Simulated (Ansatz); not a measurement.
## Au, space group Im-3m: a relaxation of cell and ions, step by step

With Ansatz's Python interface.

Interactive session:
```pycon
>>> import json
>>> import warnings
>>> import ansatz as az
>>> from ase import Atoms
>>> from ase.io import write
>>> import numpy as np
>>> def edges_and_angles(cell):
...     cell = np.asarray(cell)
...     a, b, c = np.linalg.norm(cell, axis=1)
...     cosines = cell[1] @ cell[2] / (b * c), cell[0] @ cell[2] / (a * c), cell[0] @ cell[1] / (a * b)
...     return (a, b, c, *np.degrees(np.arccos(cosines)))
...
>>> warnings.simplefilter('ignore', az.DeckWarning)
>>> au = (
...     az.Lattice.from_parameters(2.870474, 2.870474, 2.870474, alpha=109.47122, beta=109.47122, gamma=109.47122)
...     .atom('Au', (0.0, 0.0, 0.0))
... )
>>> [site.symbol for site in au.resolved().sites]
['Au']
>>> calculation = (
...     au.calculation()
...     .functional('LDA')
...     .kpoints(density=3.4)
...     .occupations('Methfessel-Paxton', width=0.3)
...     .relax(force_tolerance=0.1, pressure=-2)
...     .band_table()
... )
>>> res = calculation.run(threads=1, events_out='events.ndjson')

>>> with open('events.ndjson') as stream:
...     events = [json.loads(line) for line in stream]
...
>>> steps = [e['data'] for e in events if e['event'] == 'relax_step']
>>> data = res.report
>>> res.lattice.cell_ang
array([[ 2.79247934e+00, -1.54618909e-08, -2.67807798e-08],
       [-9.30826431e-01,  2.63277477e+00, -2.67807795e-08],
       [-9.30826431e-01, -1.31638735e+00,  2.28004986e+00]])
>>> print('step   energy (eV)     max comp. (eV/A)   P (GPa)  SCF')
step   energy (eV)     max comp. (eV/A)   P (GPa)  SCF
>>> for s in steps:
...     print(f'{s["step"]:4d} {s["lagrangian_ev"]:15.5f} {s["allowed_force_max_ev_ang"]:12.4f} {s["pressure_gpa"]:10.3f} {s["n_scf"]:5d}')
...
   1    -12864.84503       0.0000    -13.690     5
   2    -12864.88857       0.0000     12.826     6
   3    -12864.91672       0.0000     -4.393     5
   4    -12864.92095       0.0000     -2.379     4
   5    -12864.92144       0.0000     -2.001     3
   6    -12864.92105       0.0000     -1.992     5
>>> first, last = steps[0], steps[-1]
>>> symbols = [site.symbol for site in res.lattice.sites]
>>> print(f'energy gained {first["lagrangian_ev"] - last["lagrangian_ev"]:.4f} eV in {len(steps) - 1} steps')
energy gained 0.0760 eV in 5 steps
>>> for label, vectors in (('before', first['cell_ang']), ('after', res.lattice.cell_ang)):
...     print(label, 'a b c (A) {:.4f} {:.4f} {:.4f}  angles {:.2f} {:.2f} {:.2f}'.format(*edges_and_angles(vectors)), f' V = {abs(np.linalg.det(vectors)):.3f} A^3')
...
before a b c (A) 2.8705 2.8705 2.8705  angles 109.47 109.47 109.47  V = 18.207 A^3
after a b c (A) 2.7925 2.7925 2.7925  angles 109.47 109.47 109.47  V = 16.763 A^3
>>> print('final stress xx yy zz (GPa, compression positive):', np.round(np.diag(data['stress_gpa']), 3) + 0.0)
final stress xx yy zz (GPa, compression positive): [-1.992 -1.992 -1.992]
>>> change = np.array(last['positions_ang']) @ np.linalg.inv(last['cell_ang']) - np.array(first['positions_ang']) @ np.linalg.inv(first['cell_ang'])
>>> moved = np.linalg.norm(change @ np.array(last['cell_ang']), axis=1)
>>> print('displacement within the cell, strain taken out (A):', ' '.join(f'{s}:{d:.3f}' for s, d in zip(symbols, moved)))
displacement within the cell, strain taken out (A): Au:0.000
>>> relaxed = Atoms(symbols, positions=[site.position_ang for site in res.lattice.sites], cell=res.lattice.cell_ang, pbc=True)
>>> write('relaxed.extxyz', relaxed, format='extxyz')
>>> energy = data['free_energy_ev']
>>> print('Au: {:.6f} eV = {:.6f} Ry = {:.6f} Ha'.format(energy, energy / 13.605693, energy / 27.211386))
Au: -12864.921050 eV = -945.554265 Ry = -472.777133 Ha
>>> print('Fermi level {:.4f} eV, {} k-points, {} symmetry operations'.format(data['fermi_energy_ev'], data['n_kpoints'], data['n_symmetry_ops']))
Fermi level 20.8473 eV, 47 k-points, 48 symmetry operations
>>> print('band  energy (eV)  occupation, at k =', data['kpoints_frac'][0])
band  energy (eV)  occupation, at k = [0.0, 0.0, 0.0]
>>> for band, (e, occ) in enumerate(zip(data['eigenvalues_ev'][0], data['occupations'][0]), start=1):
...     print(f'{band:4d} {e:12.4f} {occ:9.4f}')
...
   1     -84.9901    2.0000
   2     -36.1962    2.0000
   3     -36.1962    2.0000
   4     -36.1962    2.0000
   5      10.5984    2.0000
   6      15.7364    2.0000
   7      15.7364    2.0000
   8      15.7364    2.0000
   9      17.7620    2.0000
  10      17.7620    2.0000
  11      37.1670    0.0000
  12      37.1670    0.0000
  13      37.1670    0.0000
  14      45.1959    0.0000
>>> edges = data.get('band_edges_ev')
>>> if edges:
...     print(f'band edges on the mesh: {edges[0]:.3f} and {edges[1]:.3f} eV, gap {edges[1] - edges[0]:.3f} eV')
... else:
...     print('no band edges reported (a metal, or a gap too narrow for this smearing); Fermi level', round(data['fermi_energy_ev'], 3), 'eV')
...
no band edges reported (a metal, or a gap too narrow for this smearing); Fermi level 20.847 eV
```

`relaxed.extxyz`, as written:
```text
1
Lattice="2.7924793367018355 -1.5461890908524973e-08 -2.678077978752268e-08 -0.9308264309896683 2.632774772227537 -2.6780779512035648e-08 -0.9308264309896683 -1.3163873474590428 2.2800498575091526" Properties=species:S:1:pos:R:3 pbc="T T T"
Au       0.00000000       0.00000000       0.00000000
```

Notes:
- These settings explore the input space; cutoff and mesh may be short of convergence.
- Part of the cell is held or a pressure is applied, so the end point needn't be the zero-pressure lattice.
- At a fixed pressure a relaxation lowers the enthalpy F + PV, while F alone can rise.
- For a metal this k-point mesh is coarse: on a finer one energies can move by several to tens of meV an atom and pressures by half a GPa or more, differences at one mesh by less.
- Only differences from the Fermi energy are physical; the zero of the scale is a convention.
- Energies along a relaxation are free energies. Rows at an unchanged volume are solved on a plane-wave basis chosen afresh for that cell, so the energy jumps there and such rows are no steps of the walk.
- Edges and angles are those of the cell as typed, here a primitive one, not of the conventional cell.
- Symmetry holds the cell in this phase, whether or not it is the stable one at this pressure.
- This isn't the structure that Au takes at ambient conditions.
- Gaps and levels are Kohn-Sham values on a finite set of k-points, without spin-orbit coupling.
- It ran for 5.9 s on 1 thread of Arm Neoverse V1, on a shared host, peak memory 0.39 GiB.

(Lines on the test bed's own set-up are left out of the output.)
